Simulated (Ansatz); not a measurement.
# CsLiCr2Te2S3 (P3m1) in Ansatz: reference runs

Reference runs on CsLiCr2Te2S3: the cell as given and a disturbed copy.

All numbers are computed with Ansatz 0.2.0; they aren't measurements. Logs are shortened: lines on timing, memory, paths and dates and some standing lists are left out, and cuts for length are marked.

## (1) The crystal as given

It takes space group P3m1 (No. 156, trigonal). Conventional cell: a = 3.604 Å, b = 3.604 Å, c = 19.067 Å, α = 90.00°, β = 90.00°, γ = 120.00°. Around Cs (site symmetry 3m) lie 3 S at 3.38 Å and 6 Cs at 3.60 Å and 3 Te at 3.77 Å. Around Li (site symmetry 3m) lie 6 S at 2.63 to 2.66 Å. Cr (site symmetry 3m) is surrounded by 3 S at 2.40 Å and 3 Te at 2.74 Å. Cr (site symmetry 3m) has 6 S at 2.43 to 2.45 Å as nearest neighbours. Te (site symmetry 3m) is surrounded by 6 Te at 3.60 Å and 3 Cs at 3.77 Å. Around Te (site symmetry 3m) lie 3 Cr at 2.74 Å. S (site symmetry 3m) is surrounded by 3 Cr at 2.45 Å and 3 Li at 2.63 Å. S (site symmetry 3m) is surrounded by 3 Cr at 2.40 Å and 3 Li at 2.66 Å.

The cell was built by a generator and needn't be a form met in nature.

## (2) Single point, PBE, collinear spin, ferromagnetic start

input.yaml

```yaml
crystal:
  lattice:
    - [3.60358, 0.0, 0.0]
    - [-1.80179, 3.12079, 0.0]
    - [0.0, 0.0, 19.06651]
  atoms:
    - { symbol: Cs, position: [0.0, 0.0, 0.37399] }
    - { symbol: Li, position: [0.66667, 0.33333, 0.01607] }
    - { symbol: Cr, position: [0.0, 0.0, 0.86637], spin: 3.0 }
    - { symbol: Cr, position: [0.33333, 0.66667, 0.16833], spin: 3.0 }
    - { symbol: Te, position: [0.33333, 0.66667, 0.53891] }
    - { symbol: Te, position: [0.66667, 0.33333, 0.77276] }
    - { symbol: S, position: [0.0, 0.0, 0.1003] }
    - { symbol: S, position: [0.33333, 0.66667, 0.9292] }
    - { symbol: S, position: [0.66667, 0.33333, 0.23408] }
hamiltonian:
  xc: pbe
  pseudopotentials: { kind: paw }
magnetization:
  spin_polarized: true
kpoints:
  mp_grid: { grid: [9, 9, 2] }
scf:
  occupations: { method: fermi_dirac, width: 0.05 }
output:
  forces: true
  stress: true
  eigenvalues: true
```

Potentials or basis: Ansatz PAW.

Started as:

```sh
$ ansatz run input.yaml --threads 8 --pin off --max-ram 20480MiB --backend cpu --events-out ev --progress --plain --runs-dir out
```

What it wrote:

```text
Warning: the atoms were moved onto the symmetric positions of the space group found under crystal.symmetry.tolerance 1.0e-5 (fractional; no operation is sought that the atoms, as they stand in a round, miss by more than twice it, and no atom is moved by as much as it), and the run uses the moved positions. Before a round's move an operation carried an atom to 3.60e-5 Å from where it should land, the largest such distance. Atom 1 (counting from 0) moved farthest, by 2.08e-5 Å; the longest move in fractions of the cell, of whichever atom, is 0.47 of the tolerance, in 1 round. To run the atoms as typed, lower crystal.symmetry.tolerance until the operations that they miss are no longer found, or set crystal.symmetry.detect: false (a key that needs symmetry detection or time reversal refuses this as the deck is read). The positions used, in the order of the run's atom list: position: [0.0, 0.0, 0.37399]; position: [0.6666666666666666, 0.3333333333333333, 0.01607]; position: [0.0, 0.0, 0.86637]; position: [0.3333333333333333, 0.6666666666666666, 0.16833]; position: [0.3333333333333333, 0.6666666666666666, 0.53891]; position: [0.6666666666666666, 0.3333333333333333, 0.77276]; position: [0.0, 0.0, 0.1003]; position: [0.3333333333333333, 0.6666666666666666, 0.9292]; position: [0.6666666666666666, 0.3333333333333333, 0.23408]; The lattice was moved too: crystal.lattice keeps the space group found at crystal.symmetry.tolerance 1.0e-5 only nearly: the operation that it misses by the most changes a squared length by the fraction 1.01e-6. The run uses the lattice that is a stretch of the typed one, with no rotation, onto the one that keeps every operation to a double's rounding (on a very oblique basis the stretch itself rounds by more); the deck's lattice vector that moved farthest moved by 1.05e-6 Å. To run the lattice as typed, set crystal.symmetry.tolerance under 1.01e-6, the least fraction by which an operation that the lattice misses changes a squared length (the same key also sets how far an atom may lie from its image, so lowering it can lose operations that the atoms keep only within it), or set crystal.symmetry.detect: false, as for the atoms. crystal.lattice made exact, in Å and degrees: [[3.603578946584446, 0.0, 0.0], [-1.801789473292223, 3.120790912284897, 0.0], [0.0, 0.0, 19.06651]]. Pasted over the deck's crystal.lattice, beside positions in fractional coordinates, it runs the same cell (given as lengths and angles, that cell in the form's own orientation, a rigid turn of the misfit's size from the one run here, for which a checkpoint.post_process_only pass over this run's state can be refused: where this run relaxes nothing, give such a pass this deck's own crystal.lattice, as typed; behind a relaxation, as crystal.lattice, the state's own cell, identity.cell in its checkpoint.json), and a matrix so pasted ends this notice, except on a very skew basis of the lattice, where the rounding of the pasted numbers themselves can read as a misfit: the cell is then moved again, and that move is told again. The lattice as run is in this notice's lattice.as_run_ang field (Run.prep()["deck_notices"] in Python, the deck_notice line of an events file, deck_notices of ansatz run --dry-run=json, or deck_notices in record.json in the deck's checkpoint.write directory).
Warning: RAYON_NUM_THREADS=8 ignored (pool sized by the plan → 8); use --threads N
Engine: ansatz 0.2.0, aarch64-unknown-linux-gnu
Pseudopotentials: kind: paw
Pseudopotential: Cs, paw, valence charge 9, recommended cutoff 420 eV (normal), Cs.paw.azcp
Pseudopotential: Li, paw, valence charge 3, recommended cutoff 420 eV (normal), Li.paw.azcp
Pseudopotential: Cr, paw, valence charge 14, recommended cutoff 420 eV (normal), Cr.paw.azcp
Pseudopotential: Te, paw, valence charge 16, recommended cutoff 420 eV (normal), Te.paw.azcp
Pseudopotential: S, paw, valence charge 6, recommended cutoff 420 eV (normal), S.paw.azcp
Functional definition: PBE
  parameter kappa = 0.804
  parameter beta = 0.06672455060314922
  exchange = pbe_x(kappa = kappa, mu = beta*pi^2/3)
  correlation = pbe_c(beta = beta)
Crystal: 9 atoms, lattice volume = 214.422 Å³
Basis set: ecut = 420 eV, 4167 PW (Γ), exchange–correlation on 50×50×256 points (8 copies of the dense FFT grid, shifted against one another)
Bands: 58, of which v1, the nominal top of the filled ones, is band 45 counted from 1 (44 counted from 0)
Symmetry: 6 space group operations
Space group: P3m1 (ITA 156), of the structure as read, at distance tolerance 6.0e-5 Å
Magnetic group: BNS 156.49 (UNI 1279), of the structure as read, at distance tolerance 6.0e-5 Å
k-points: 24 of 162 (time reversal used)
Non-local potential: Cs, projectors of the file, l = 0: 3, l = 1: 2, l = 2: 2, l = 3: 2
Non-local potential: Li, projectors of the file, l = 0: 3, l = 1: 2, l = 2: 1
Non-local potential: Cr, projectors of the file, l = 0: 3, l = 1: 2, l = 2: 3, l = 3: 1
Non-local potential: Te, projectors of the file, l = 0: 2, l = 1: 2, l = 2: 2, l = 3: 2
Non-local potential: S, projectors of the file, l = 0: 2, l = 1: 2, l = 2: 2
PAW form: soft (Blöchl's): semilocal exchange-correlation on the pseudo side does not see the compensation charge
PAW one-centre angular grid: Cs, 194 points (default); XC on 64 Gauss nodes
PAW one-centre angular grid: Li, 110 points (default); XC on 64 Gauss nodes
PAW one-centre angular grid: Cr, 590 points (default); XC on 64 Gauss nodes
PAW one-centre angular grid: Te, 590 points (default); XC on 64 Gauss nodes
PAW one-centre angular grid: S, 110 points (default); XC on 64 Gauss nodes
Initial density: superposition of atomic densities (chi_scale 0.1, normalization cell, long waves of neutral atoms (reshape's long-wave potential 6.32 eV rms, cloud 3.49 Å wide))
Starting moments: Σ|m| = 6 μB on 2 of 9 sites
Initial wavefunctions: pseudopotential atomic-orbital guess
[... 37 lines left out ...]
SCF iter  32: F=—  HF=-29302.833004 eV  |F-HF|=—  |Δ(HF+E_count)|=   1.40e-8  Δρ=1.79e-6 (↑1.79e-6 ↓9.13e-7)  dr2=1.00e-7  dr2_m=4.58e-10  M=5.643 μB ∫|m|=6.668 μB  β_m=0.78  ethr=1.11e-10  ⟨swp⟩=12.1  Hψ=10606  notcnv=0
SCF iter  33: F=-29302.833004 eV  HF=-29302.833004 eV  |F-HF|=2.81e-8  |Δ(HF+E_count)|=   7.59e-9  Δρ=5.02e-7 (↑5.02e-7 ↓3.83e-7)  dr2=3.22e-8  dr2_m=5.73e-11  M=5.643 μB ∫|m|=6.668 μB  ethr=1.11e-10  ⟨swp⟩=3.0  Hψ=6006  notcnv=0
SCF 1 converged in 33 iterations: F = -29302.833004 eV  dr2 = 3.22e-8
SCF converged after 33 iterations
Magnetization: 5.6434 μB (47.8217 up, 42.1783 down)
Absolute magnetization: 6.6691 μB (∫|ρ↑−ρ↓|, with the PAW one-centre terms)
Spin contamination: 0.2986 ħ² per cell (⟨S²⟩ above its minimum at these occupations)
Per-site moments (μB) at R_I (Å): [(0.0010920487135563518, 1.3954856731194367), (-0.005648921803638287, 1.0841564354089643), (2.5828388026696882, 0.9903157806638262), (2.738821980780559, 1.0019729821863483), (-0.006705373802616388, 1.486476315466084), (-0.14540211607877052, 1.1307438306979916), (-0.04617622086679949, 1.0113443744749768), (-0.05901017100201501, 0.9903157806638262), (-0.057970684674772704, 1.0019729821863483)]
Free energy (F): -29302.833004 eV
Harris-Foulkes:  -29302.833004 eV  (|F-HF|=2.81e-8)
Internal energy: -29302.808309 eV  (E = F + TS)
E sigma→0 (E₀):  -29302.820656 eV
Entropy (-TS):   -0.024695 eV (-2.744 meV/atom)
Fermi energy:    8.053537 eV
--- Per-component energies (eV) ---
  E_band       = -1212.229399
  E_kinetic    = 1530.101488
  E_local      = -10479.797592  (includes V_loc(G=0)·N_el)
  E_nonlocal   = -375.093678
  E_hartree    = 5185.428573
  E_xc         = -1003.729229
  E_vxc        = -966.301877  (∫ρ·V_xc dr)
  E_paw        = -18607.608302  (= ΣΔE_a)
  E_vpaw       = -1291.996525  (= ΣTr[D̂ρ^β])
  E_aug_tail   = 0.000368  (compensation charges beyond the density's cutoff)
  E_ewald      = -5552.109936
  E_smearing   = -0.024695  (= −TS)
  E_closure    = -0.000000  (closes the sum)
  Σ components = -29302.833004   (vs F -29302.833004, Δ=0.00e0)
--- Forces (eV/Å), atoms counted from 1 ---
  atom   1  Cs     0.00000000     0.00000000     0.03276783
  atom   2  Li    -0.00000000     0.00000000     0.02117266
  atom   3  Cr     0.00000000     0.00000000    -0.02162410
  atom   4  Cr     0.00000000     0.00000000     0.00575382
  atom   5  Te     0.00000000     0.00000000    -0.01441363
  atom   6  Te     0.00000000     0.00000000     0.03216304
  atom   7  S      0.00000000     0.00000000    -0.01350026
  atom   8  S      0.00000000     0.00000000    -0.02367816
  atom   9  S      0.00000000     0.00000000    -0.01847329
  max |Σ_I F_I| component: 1.68e-4 eV/Å
--- Stress (GPa, compression-positive) ---
        0.084174       0.000000       0.000000
        0.000000       0.084174       0.000000
        0.000000       0.000000      -0.101393
  P = ⅓ Tr σ = 0.0223 GPa (0.223 kbar)
--- Band table (eV; the first three rows and the last of 48) ---
  k-point 0 ↑: bands = ["-65.0344", "-64.6686", "-38.2658", "-36.3919", "-36.3677", "-36.3677", "-36.0322", "-36.0322", "-36.0144", "-28.4656", "-28.4656", "-28.4208", "-28.4208", "-28.3527", "-28.3527", "-28.3331", "-28.2664", "-28.2664", "-28.2073", "-15.3587", "-5.9851", "-5.6399", "-4.6207", "-3.6231", "-3.4023", "-1.6908", "-0.6096", "-0.6096", "2.6469", "3.2836", "4.1924", "4.1924", "4.6295", "4.6295", "5.6914", "5.9487", "6.3380", "6.3380", "6.6351", "6.6351", "6.6762", "7.0466", "7.0466", "7.0807", "7.6311", "8.5412", "8.5412", "9.4768", "9.8059", "9.8059", "10.2554", "10.2554", "10.8120", "10.8120", "12.0159", "12.4597", "12.4597", "12.7080"]
  k-point 1 ↑: bands = ["-65.0344", "-64.6686", "-38.2658", "-36.3919", "-36.3677", "-36.3677", "-36.0322", "-36.0322", "-36.0144", "-28.4656", "-28.4656", "-28.4208", "-28.4208", "-28.3527", "-28.3527", "-28.3331", "-28.2664", "-28.2664", "-28.2073", "-15.3587", "-5.9851", "-5.6398", "-4.6210", "-3.6203", "-3.4051", "-1.6903", "-0.6096", "-0.6096", "2.6339", "3.3090", "4.1924", "4.1924", "4.6295", "4.6295", "5.4974", "6.3380", "6.3380", "6.3504", "6.4525", "6.6351", "6.6351", "7.0466", "7.0466", "7.0900", "7.6159", "8.5412", "8.5412", "9.4826", "9.8059", "9.8059", "10.2553", "10.2553", "10.8121", "10.8121", "12.1298", "12.4597", "12.4597", "12.4772"]
  k-point 2 ↑: bands = ["-65.0342", "-64.6685", "-38.2656", "-36.3915", "-36.3699", "-36.3683", "-36.0344", "-36.0328", "-36.0141", "-28.4656", "-28.4639", "-28.4208", "-28.4191", "-28.3532", "-28.3528", "-28.3322", "-28.2670", "-28.2665", "-28.2063", "-15.2998", "-5.8683", "-5.5389", "-4.5756", "-3.5058", "-3.2717", "-1.6372", "-1.0376", "-0.7013", "2.7637", "3.4013", "3.9643", "4.2472", "4.3083", "4.6507", "5.7783", "5.8857", "6.0568", "6.1978", "6.4972", "6.5540", "6.6515", "6.7435", "7.2082", "7.2775", "7.4813", "8.3791", "8.4916", "9.2222", "9.3314", "9.7041", "9.9404", "9.9872", "10.0169", "10.6055", "11.8054", "12.5623", "12.8279", "13.2409"]
  k-point 23 ↓: bands = ["-62.0322", "-61.8245", "-38.2660", "-33.4359", "-33.4356", "-33.4232", "-33.2614", "-33.2277", "-33.2249", "-28.4583", "-28.4583", "-28.4475", "-28.4472", "-28.3865", "-28.3864", "-28.3548", "-28.2709", "-28.2709", "-28.1992", "-14.7332", "-4.6051", "-4.4950", "-4.3656", "-2.8506", "-2.7080", "-2.0619", "-1.3788", "-1.3207", "3.2663", "3.3363", "3.3586", "3.4696", "3.6998", "3.9806", "4.7177", "4.7995", "5.1878", "5.4462", "5.5384", "5.5638", "5.6009", "6.2338", "7.4090", "9.4387", "9.6809", "9.8782", "9.9179", "9.9648", "10.0126", "10.3309", "10.4424", "10.5445", "10.9097", "11.5732", "11.8543", "12.8326", "13.0561", "13.2224"]
```

It took 28 s on 8 threads of Arm Neoverse V1, shared host; peak memory 1.3 GiB.

What came out:

| Item | Value |
| --- | --- |
| Free energy | -29302.8330 eV |
| Pressure | 0.0 GPa |
| Largest force | 0.033 eV/Å |
| Band gap on the k mesh | none (metal or under the smearing width) |
| Net moment | 5.64 μB per cell |
| Absolute moment | 6.67 μB per cell |
| Site moments | Cs +0.00; Li -0.01; Cr +2.58, +2.74; Te -0.01, -0.15; S -0.05, -0.06 μB |

Forces on the atoms (eV/Å):
```
Cs   0.000  0.000  0.033
Li   0.000  0.000  0.021
Cr   0.000  0.000 -0.022
Cr   0.000  0.000  0.006
Te   0.000  0.000 -0.014
Te   0.000  0.000  0.032
S    0.000  0.000 -0.014
S    0.000  0.000 -0.024
S    0.000  0.000 -0.018
```

Levels at points of the mesh, in eV from the Fermi level:
Spin up:
```tsv
k point	band 44	band 45	band 46	band 47	band 48	band 49	band 50	band 51	band 52	band 53
(0.00, 0.00, 0.00)	-0.97	-0.42	0.49	0.49	1.42	1.75	1.75	2.20	2.20	2.76
(0.00, 0.00, -0.50)	-0.96	-0.44	0.49	0.49	1.43	1.75	1.75	2.20	2.20	2.76
```
Spin down:
| k point | band 40 | band 41 | band 42 | band 43 | band 44 | band 45 |
| --- | --- | --- | --- | --- | --- | --- |
| (0.00, 0.00, 0.00) | 0.78 | 0.78 | 1.06 | 1.06 | 1.22 | 1.22 |
| (0.00, 0.00, -0.50) | 0.78 | 0.78 | 1.06 | 1.06 | 1.22 | 1.22 |

Caveat: only a ferromagnetic start was run, and an antiferromagnetic order may lie lower in energy. Spin-orbit coupling is left out, which matters for the levels of Cs, Te.

## (3) Single point, PBE, collinear spin, ferromagnetic start (atoms moved at random, drawn with an rms of 0.05 Å)

input.yaml

```yaml
crystal:
  lattice:
    - [3.60358, 0.0, 0.0]
    - [-1.80179, 3.12079, 0.0]
    - [0.0, 0.0, 19.06651]
  atoms:
    - { symbol: Cs, position: [-0.011672, 0.001466, 0.372672] }
    - { symbol: Li, position: [0.656799, 0.336583, 0.018093] }
    - { symbol: Cr, position: [0.005884, -0.003951, 0.868087], spin: 3.0 }
    - { symbol: Cr, position: [0.3391, 0.667415, 0.167824], spin: 3.0 }
    - { symbol: Te, position: [0.325616, 0.658894, 0.536628] }
    - { symbol: Te, position: [0.660254, 0.331554, 0.7747] }
    - { symbol: S, position: [-0.011514, -0.013582, 0.098889] }
    - { symbol: S, position: [0.342754, 0.676461, 0.929278] }
    - { symbol: S, position: [0.661331, 0.341025, 0.23365] }
hamiltonian:
  xc: pbe
  pseudopotentials: { kind: paw }
magnetization:
  spin_polarized: true
kpoints:
  mp_grid: { grid: [9, 9, 2] }
scf:
  occupations: { method: fermi_dirac, width: 0.05 }
output:
  forces: true
  stress: true
  eigenvalues: true
  write_density: true
  write_potential: true
  elf: true
  volumetric_format: npy
```

Potentials or basis: Ansatz PAW.

Started as:

```sh
$ ansatz run input.yaml --threads 8 --pin off --max-ram 20480MiB --backend cpu --events-out ev --progress --plain --runs-dir out
```

What it wrote:

```text
Warning: RAYON_NUM_THREADS=8 ignored (pool sized by the plan → 8); use --threads N
[... 4 set-up lines as earlier in the session ...]
[... 109 lines left out ...]
        0.035139       0.063358      -0.484517
       -0.044612      -0.484517       0.392449
  P = ⅓ Tr σ = 0.2973 GPa (2.973 kbar)
--- Band table (eV; the first three rows and the last of 164) ---
  k-point 0 ↑: bands = ["-65.1333", "-64.6402", "-38.2704", "-36.4929", "-36.4680", "-36.4630", "-36.0119", "-36.0035", "-35.9834", "-28.4220", "-28.4220", "-28.4020", "-28.4016", "-28.3344", "-28.3325", "-28.3137", "-28.2242", "-28.2241", "-28.1655", "-15.3358", "-6.0624", "-5.6723", "-4.7265", "-3.5964", "-3.3785", "-1.6664", "-0.5868", "-0.5855", "2.5953", "3.2581", "4.1071", "4.1422", "4.5270", "4.5893", "5.7370", "5.9201", "6.1972", "6.2370", "6.6187", "6.6521", "6.6751", "6.8993", "6.9931", "7.0382", "7.7081", "8.5780", "8.6402", "9.4943", "9.5999", "9.7426", "10.2871", "10.2892", "10.8177", "10.8838", "11.9961", "12.4736", "12.4812", "12.6485"]
  k-point 1 ↑: bands = ["-65.1333", "-64.6402", "-38.2704", "-36.4929", "-36.4680", "-36.4630", "-36.0119", "-36.0035", "-35.9834", "-28.4220", "-28.4220", "-28.4020", "-28.4016", "-28.3344", "-28.3325", "-28.3137", "-28.2242", "-28.2241", "-28.1655", "-15.3358", "-6.0624", "-5.6723", "-4.7268", "-3.5940", "-3.3810", "-1.6659", "-0.5868", "-0.5855", "2.5839", "3.2805", "4.1070", "4.1422", "4.5270", "4.5893", "5.5281", "6.1952", "6.2363", "6.3355", "6.4342", "6.6196", "6.6695", "6.9039", "6.9959", "7.0446", "7.6932", "8.5780", "8.6401", "9.4995", "9.6000", "9.7429", "10.2871", "10.2892", "10.8178", "10.8839", "12.1177", "12.4132", "12.4778", "12.4814"]
  k-point 2 ↑: bands = ["-65.1332", "-64.6401", "-38.2702", "-36.4927", "-36.4701", "-36.4636", "-36.0130", "-36.0052", "-35.9832", "-28.4220", "-28.4203", "-28.4018", "-28.4001", "-28.3348", "-28.3327", "-28.3128", "-28.2247", "-28.2244", "-28.1645", "-15.2768", "-5.9468", "-5.5711", "-4.6803", "-3.4802", "-3.2478", "-1.6129", "-1.0143", "-0.6785", "2.7074", "3.3718", "3.9068", "4.1560", "4.2668", "4.5505", "5.6949", "5.9118", "5.9917", "6.1516", "6.5140", "6.5321", "6.5687", "6.7315", "7.0931", "7.2788", "7.4842", "8.4207", "8.5690", "9.1502", "9.2551", "9.6449", "9.9612", "10.0045", "10.0533", "10.6754", "11.8150", "12.5636", "12.8465", "13.1984"]
  k-point 81 ↓: bands = ["-62.1265", "-61.8192", "-38.2711", "-33.5363", "-33.5207", "-33.5143", "-33.2509", "-33.2388", "-33.2078", "-28.4353", "-28.4237", "-28.4218", "-28.4107", "-28.3668", "-28.3653", "-28.3361", "-28.2296", "-28.2267", "-28.1591", "-14.8336", "-4.9450", "-4.8166", "-4.4830", "-3.1532", "-2.4953", "-1.9366", "-1.4787", "-1.2645", "2.8307", "3.0164", "3.3639", "3.8578", "4.4434", "4.7789", "4.8893", "5.0519", "5.1556", "5.3069", "5.6845", "6.3517", "6.7746", "7.0911", "8.1100", "8.9254", "9.2311", "9.7032", "9.8768", "9.9078", "9.9481", "10.1361", "10.4602", "10.6393", "10.7007", "11.0379", "11.8018", "12.9349", "13.0943", "13.4691"]
```

Wall time 1.7 min (8 threads of Arm Neoverse V1, shared host); peak memory 2.4 GiB.

What came out:

```
Free energy            : -29302.8025 eV
Pressure               : 0.3 GPa
Largest force          : 0.369 eV/Å
Band gap on the k mesh : none (metal or under the smearing width)
Net moment             : 5.64 μB per cell
Absolute moment        : 6.65 μB per cell
Site moments           : Cs +0.00; Li -0.01; Cr +2.54, +2.71; Te -0.01, -0.14; S -0.04, -0.06 μB
```

Forces on the atoms (eV/Å):
```
Cs   0.011  0.002  0.078
Li   0.029 -0.025 -0.069
Cr  -0.151  0.188 -0.135
Cr  -0.366 -0.033 -0.035
Te  -0.011  0.012  0.010
Te   0.124  0.029 -0.050
S    0.107  0.236  0.132
S    0.010 -0.225  0.172
S    0.248 -0.184 -0.104
```

Caveat: only a ferromagnetic start was run, and an antiferromagnetic order may lie lower in energy. The run has no spin-orbit coupling, so splittings on Cs, Te are missing.
